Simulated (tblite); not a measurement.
# C9H16P: the cost of one run

The runs use tblite 0.8.0 and PySCF 2.14.0, with density-fitted response routines of our own; the level of theory stands in each step. All values are computed, except where a source is named. Atoms are numbered from 0 throughout.

### Step 1. The starting structure

26 atoms, charge 1, multiplicity 1; geometry from: force field or distance geometry start.

Bonds of the start (Å): C0–C1 1.49, C1–C2 1.31, C2–P3 1.80, P3–C4 1.78, P3–C5 1.78, C5–C6 1.50, C6–C7 1.51, P3–C8 1.86, C8–C9 1.52, C9–C1 1.48, C7–C5 1.54, C0–H10 1.12, C0–H11 1.11, C0–H12 1.09, C2–H13 1.07, C4–H14 1.11, C4–H15 1.10, C4–H16 1.12, C5–H17 1.13, C6–H18 1.10, C6–H19 1.12, C7–H20 1.10, C7–H21 1.11, C8–H22 1.11, C8–H23 1.10, C9–H24 1.13, C9–H25 1.11.

### Step 2. Relaxing the molecule with GFN2-xTB

The job: settings as JSON, then the geometry in Å.

```
{"job": {"kind": "relax", "xc": "GFN2-xTB", "basis": "xTB"}, "charge": 1, "multiplicity": 1}
C     -3.421100    -0.448400    -0.706000
C     -2.010500    -0.204600    -0.278900
C     -1.167600     0.525400    -0.974700
P      0.400800     0.541400    -0.085600
C      0.990700     2.215100    -0.016400
C      1.542900    -0.697100    -0.651100
C      2.469400    -1.371200     0.315000
C      3.031500    -0.307400    -0.591400
C     -0.375800     0.100600     1.542600
C     -1.450900    -0.796900     0.959800
H     -4.040300    -0.295800     0.213600
H     -3.782600     0.291300    -1.446800
H     -3.590800    -1.452700    -1.095700
H     -1.318300     1.047500    -1.898900
H      1.129400     2.563100     1.030100
H      1.882600     2.407500    -0.636000
H      0.181100     2.867300    -0.424000
H      1.299800    -1.270100    -1.590600
H      2.719200    -2.417500     0.072700
H      2.263500    -1.142100     1.387100
H      3.668100    -0.658600    -1.413400
H      3.167600     0.733900    -0.219800
H      0.347200    -0.409500     2.205000
H     -0.857600     0.986000     1.987100
H     -0.874100    -1.707400     0.619800
H     -2.225500    -1.077300     1.709800
```

Started as:

```
$ OMP_NUM_THREADS=1 python probes_run.py task.json out
```

The driver reads the jobs from task.json and runs them one after another.

Q: Estimate the wall time and peak memory of this first job on 1 thread of Intel Xeon Platinum 8488C, shared host.

About 2 s, with a peak of 0.18 GiB.
